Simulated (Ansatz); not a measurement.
# SiHCl2O2 (SMILES [O][Si](O)(Cl)Cl): UHF/3-21G

Aim: the electronic atomisation energy of SiHCl2O2 at UHF/3-21G, from 5 runs. 

The results are computed with Ansatz 0.2.0.

58 further runs of the same task are left out: 7 that didn't finish, 51 set aside as unsound or not needed. Runs told in other sessions of the task aren't counted.

## (1) The structure to begin with

The species is SiHCl2O2 (6 atoms), meant as a doublet with charge 0. SMILES: `[O][Si](O)(Cl)Cl`. Geometry: relaxed at PBE0-D4/def2-TZVP. This is one conformer, not always the lowest.

Bond lengths: O1–Si2 1.648 Å, Si2–O3 1.616 Å, Si2–Cl4 2.015 Å, Si2–Cl5 2.031 Å, O3–H6 0.960 Å. Angles: O1–Si2–O3 113.7°, O1–Si2–Cl4 113.2°, O1–Si2–Cl5 98.7°, O3–Si2–Cl4 105.7°, O3–Si2–Cl5 114.0°, Cl4–Si2–Cl5 111.7°, Si2–O3–H6 117.6°.

## (2) The energy at UHF/3-21G

Contents of molecule.yaml:

```yaml
crystal:
  periodic: [false, false, false]
  atoms:
    - {symbol: O, position_ang: [-1.226100, 0.180900, 1.211600]}
    - {symbol: Si, position_ang: [-0.270900, 0.041200, -0.123700]}
    - {symbol: O, position_ang: [1.051900, -0.855800, 0.114900]}
    - {symbol: Cl, position_ang: [-1.218400, -0.789200, -1.696000]}
    - {symbol: Cl, position_ang: [0.111400, 2.012000, -0.434200]}
    - {symbol: H, position_ang: [1.594100, -0.653200, 0.881200]}
basis:
  gaussian:
    orbitals: 3-21G.json
output: {orbitals: {seedname: orbitals}}
hamiltonian:
  xc: hf
magnetization:
  spin_polarized: true
  initial_magnetization: 1
accuracy: high
```

The basis set 3-21G is read from a file made from the Basis Set Exchange's data (not shown).

Launch:

```sh
$ ansatz run molecule.yaml --threads 1 --pin off --max-ram 3480MiB --events-out events.jsonl --progress --plain --runs-dir runs
```

The program printed:

```text
Warning: RAYON_NUM_THREADS=1 ignored (pool sized by the plan → 1); use --threads N
Functional definition: HF
  name "HF"
  exchange = exact_x
  correlation = 0
1292 factors; integrals over basis functions are off by at most 3.2e-9 eV
mean field evaluation 1: about -36772.9445 eV, gradient 2.8e1 eV
mean field evaluation 2: about -36772.9514 eV, gradient 2.8e1 eV
mean field evaluation 4: about -36778.2088 eV, gradient 4.0e0 eV
mean field evaluation 8: about -36778.5828 eV, gradient 2.5e-1 eV
mean field evaluation 16: about -36778.5901 eV, gradient 1.3e-8 eV
mean field evaluation 32: about -36778.3552 eV, gradient 1.6e-1 eV
mean field evaluation 64: about -36770.6787 eV, gradient 1.7e1 eV
mean field evaluation 96: about -36778.3580 eV, gradient 2.7e-1 eV
mean field evaluation 128: about -36778.5900 eV, gradient 1.7e-2 eV
mean field -36778.59005869 eV, -1351.5882552332 hartree, gradient 1.4e-8 eV, S^2 0.753818; 3 other end points of the search recorded, 0 dependent functions left out
reference -36778.59005869 eV, -1351.5882552332 hartree; 33, 32 occupied and 26, 27 virtual orbitals, 1292 factors
Total energy: -36778.59005869 eV, -1351.5882552332 hartree
```

It took 4.8 s on 1 thread of Arm Neoverse V2, shared host; peak memory 0.2 GiB.

## (3) The Cl atom

Contents of job.yaml:

```yaml
crystal:
  periodic: [false, false, false]
  atoms:
    - {symbol: Cl, position_ang: [0.000000, 0.000000, 0.000000]}
basis:
  gaussian:
    orbitals: 3-21G.json
magnetization:
  spin_polarized: true
  initial_magnetization: 1
hamiltonian:
  xc: hf
accuracy: high
```

The basis set 3-21G is read from a file made from the Basis Set Exchange's data (not shown).

Run the same way, it converges to -457.27655 Eh (log not shown).

## (4) The H atom at the same level

job.yaml, as its differences from that of step 3:

```diff
@@ -3,3 +3,3 @@
   atoms:
-    - {symbol: Cl, position_ang: [0.000000, 0.000000, 0.000000]}
+    - {symbol: H, position_ang: [0.000000, 0.000000, 0.000000]}
 basis:
```

The basis set 3-21G is read from a file made from the Basis Set Exchange's data (not shown).

Launch:

```sh
$ ansatz run job.yaml --threads 1 --pin off --max-ram 3480MiB --events-out events.jsonl --progress --plain --runs-dir runs
```

The program printed:

```text
Warning: RAYON_NUM_THREADS=1 ignored (pool sized by the plan → 1); use --threads N
Functional definition: HF
  name "HF"
  exchange = exact_x
  correlation = 0
3 factors; integrals over basis functions are off by at most 1.3e-8 eV
mean field evaluation 1: about -13.4868 eV, gradient 1.3e0 eV
mean field evaluation 2: about -13.4868 eV, gradient 1.3e0 eV
mean field evaluation 4: about -13.5023 eV, gradient 2.1e-5 eV
mean field evaluation 8: about -13.5023 eV, gradient 1.0e-12 eV
mean field -13.50225274 eV, -0.4961986360 hartree, gradient 4.5e-8 eV, S^2 0.750000; 0 other end points of the search recorded, 0 dependent functions left out
reference -13.50225274 eV, -0.4961986360 hartree; 1, 0 occupied and 1, 2 virtual orbitals, 3 factors
Total energy: -13.50225274 eV, -0.4961986360 hartree
```

It took 0.04 s on 1 thread of Arm Neoverse V2, shared host.

## (5) The O atom, same level

Contents of job.yaml:

```yaml
crystal:
  periodic: [false, false, false]
  atoms:
    - symbol: O
      position_ang: [0.000000, 0.000000, 0.000000]
basis:
  gaussian:
    orbitals: 3-21G.json
magnetization:
  spin_polarized: true
  initial_magnetization: 2
hamiltonian:
  xc: hf
accuracy: high
```

The basis set 3-21G is read from a file made from the Basis Set Exchange's data (not shown).

Run the same way, it converges to -74.39366 Eh (log not shown).

## (6) The Si atom at the same level

Contents of input.yaml:

```yaml
crystal:
  periodic: [false, false, false]
  atoms:
    - {symbol: Si, position_ang: [0.000000, 0.000000, 0.000000]}
basis:
  gaussian:
    orbitals: 3-21G.json
hamiltonian:
  xc: hf
accuracy: high
magnetization:
  spin_polarized: true
  initial_magnetization: 2
```

The basis set 3-21G is read from a file made from the Basis Set Exchange's data (not shown).

Run the same way, it converges to -287.34443 Eh (log not shown).

## (7) Summary of results

At UHF/3-21G:

| quantity | value |
| --- | --- |
| molecule: total energy | -1351.58826 Eh |
| molecule: HOMO energy (highest over α and β) | -13.38 eV |
| molecule: LUMO energy (lowest over α and β) | 0.79 eV |
| molecule: ⟨S²⟩ | 0.754 |
| Cl atom: total energy | -457.27655 Eh |
| Cl atom: ⟨S²⟩ | 0.750 |
| H atom: total energy | -0.49620 Eh |
| H atom: ⟨S²⟩ | 0.750 |
| O atom: total energy | -74.39366 Eh |
| O atom: ⟨S²⟩ | 2.001 |
| Si atom: total energy | -287.34443 Eh |
| Si atom: ⟨S²⟩ | 2.000 |
| electronic atomisation energy | 11.081 eV |

**Reading.** Taking the molecule apart into free atoms costs 11.08 eV (1069 kJ/mol), before zero-point energy and without spin-orbit coupling. Hartree–Fock lacks the correlation of the bonding pairs, which as a rule makes this value much too low; in minimal bases other errors can mask that. The basis has no polarisation functions, which makes bonds too weak.
